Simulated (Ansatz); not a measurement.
# H6O4SiTi: how energies converge with the basis set

One table from this session's results is given with a row withheld; the runs are named, their logs left out.

Computed with Ansatz 0.2.0, Gaussian basis. Level: one geometry, several basis sets.

Levels to be run: PBE0-D4/def2-SVP; ωB97M-V/def2-SVP; PBE0-D4/def2-QZVPP; ωB97M-V/def2-QZVPP; the functionals' def2-TZVPP values are taken from earlier runs.

## Structure used throughout

The geometry comes from an earlier relaxation with PBE0-D4 in a triple-zeta def2 set; it is a stationary point, not always the lowest conformer.

12 atoms, charge 0, spin multiplicity 1.

Atoms are counted from 1 here; the program's logs count them from 0.

Bond lengths: O1–Ti2 1.796 Å, O1–H7 0.958 Å, Ti2–O3 1.796 Å, Ti2–O4 1.796 Å, Ti2–O5 1.799 Å, O3–H8 0.958 Å, O4–H9 0.958 Å, O5–Si6 1.631 Å, Si6–H10 1.487 Å, Si6–H11 1.487 Å, Si6–H12 1.487 Å. Angles: Ti2–O1–H7 130.9°, O1–Ti2–O3 109.3°, O1–Ti2–O4 109.2°, O1–Ti2–O5 109.7°, O3–Ti2–O4 109.3°, O3–Ti2–O5 109.6°, O4–Ti2–O5 109.7°, Ti2–O3–H8 131.0°, Ti2–O4–H9 131.1°, Ti2–O5–Si6 178.2°, O5–Si6–H10 110.0°, O5–Si6–H11 110.0°, O5–Si6–H12 109.9°, H10–Si6–H11 109.0°, H10–Si6–H12 109.0°, H11–Si6–H12 109.0°.

The first run:

File in.yaml:

```yaml
crystal:
  periodic: [false, false, false]
  atoms:
    - {symbol: O, position_ang: [-1.764294, -1.468106, -0.332013]}
    - {symbol: Ti, position_ang: [-0.596315, -0.484183, 0.612993]}
    - {symbol: O, position_ang: [0.335851, -1.558607, 1.709308]}
    - {symbol: O, position_ang: [-1.495597, 0.724193, 1.590626]}
    - {symbol: O, position_ang: [0.529845, 0.360698, -0.507592]}
    - {symbol: Si, position_ang: [1.520322, 1.169096, -1.519693]}
    - {symbol: H, position_ang: [-2.719583, -1.425940, -0.387020]}
    - {symbol: H, position_ang: [0.303800, -2.507462, 1.835395]}
    - {symbol: H, position_ang: [-1.523831, 0.872905, 2.536314]}
    - {symbol: H, position_ang: [1.343434, 2.635021, -1.341302]}
    - {symbol: H, position_ang: [1.207360, 0.812144, -2.929196]}
    - {symbol: H, position_ang: [2.936107, 0.815043, -1.233821]}
basis:
  gaussian: {orbitals: def2-SVP}
hamiltonian: {xc: pbe0, dispersion: d4}
output: {orbitals: {seedname: orbitals}}
```

On the command line:

```
ansatz run in.yaml --threads 4 --pin off --events-out ev --progress --plain --max-ram 11315MiB
```

Steps of the session up to this table: PBE0-D4 in def2-SVP; ωB97M-V in def2-SVP; PBE0-D4 in def2-QZVPP; ωB97M-V in def2-QZVPP.

One table of the session follows, with a row left open; its other results are not shown here.

It belongs to the step «Density functionals: the series». 

| functional | basis | HOMO (eV) |
| --- | --- | --- |
| PBE0-D4 | def2-SVP | -8.31 |
| PBE0-D4 | def2-TZVPP | ? |
| PBE0-D4 | def2-QZVPP | -8.55 |
| ωB97M-V | def2-SVP | -10.58 |
| ωB97M-V | def2-TZVPP | -10.82 |
| ωB97M-V | def2-QZVPP | -10.85 |

**Question.** Estimate the row for PBE0-D4, def2-TZVPP.

**Answer.** HOMO (eV): -8.52. In the column «HOMO (eV)» it lies between PBE0-D4, def2-QZVPP (-8.55) and PBE0-D4, def2-SVP (-8.31).
